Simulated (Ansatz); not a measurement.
# CH3BFO radical: basis-set convergence

How large a basis does CH3BFO radical need? Two functionals are run in growing sets.

Program: Ansatz 0.2.0, Gaussian basis. Level of theory: one geometry, several basis sets. These are calculated values, not measurements.

Levels to be run: PBE0-D4/def2-SVP; ωB97M-V/def2-SVP; PBE0-D4/def2-QZVPP; ωB97M-V/def2-QZVPP; the functionals' def2-TZVPP values are taken from earlier runs.

### 1 Structure used throughout

All runs share one geometry, relaxed beforehand with PBE0-D4 in a triple-zeta def2 set.

SMILES `CB([O])F`, 7 atoms, charge 0, spin multiplicity 2.

Atoms are counted from 1 here; the program's logs count them from 0.

Bond lengths: C1–B2 1.572 Å, C1–H5 1.089 Å, C1–H6 1.094 Å, C1–H7 1.094 Å, B2–O3 1.337 Å, B2–F4 1.330 Å. Angles: B2–C1–H5 114.0°, B2–C1–H6 108.3°, B2–C1–H7 108.3°, H5–C1–H6 109.0°, H5–C1–H7 109.0°, H6–C1–H7 108.1°, C1–B2–O3 117.1°, C1–B2–F4 122.3°, O3–B2–F4 120.6°.

### 2 PBE0-D4 in def2-SVP

Contents of in.yaml:

```yaml
crystal:
  periodic: [false, false, false]
  atoms:
    - {symbol: C, position_ang: [-0.130865, 0.669740, -0.104749]}
    - {symbol: B, position_ang: [0.184755, -0.852823, 0.122988]}
    - {symbol: O, position_ang: [0.717495, -1.194139, 1.300995]}
    - {symbol: F, position_ang: [-0.059891, -1.775194, -0.803045]}
    - {symbol: H, position_ang: [0.118993, 1.305530, 0.742921]}
    - {symbol: H, position_ang: [0.428930, 1.008766, -0.981439]}
    - {symbol: H, position_ang: [-1.198119, 0.770120, -0.323271]}
basis:
  gaussian: {orbitals: def2-SVP}
magnetization: {spin_polarized: true, initial_magnetization: 1}
hamiltonian: {xc: pbe0, dispersion: d4}
output: {orbitals: {seedname: orbitals}}
```

After this run come: ωB97M-V in def2-SVP; PBE0-D4 in def2-QZVPP; ωB97M-V in def2-QZVPP.

**Question.** What will the summary of the whole plan be? Wanted: PBE0-D4: double and triple zeta above quadruple; ωB97M-V: double and triple zeta above quadruple.

As calculated:

| quantity | value |
| --- | --- |
| PBE0-D4: double and triple zeta above quadruple | 8.04, 0.36 eV |
| ωB97M-V: double and triple zeta above quadruple | 8.24, 0.34 eV |

In words: PBE0-D4 gains 7.69 eV from double to triple zeta, then 0.36 eV more. Total energies overstate the basis error of differences, where much of it tends to cancel.
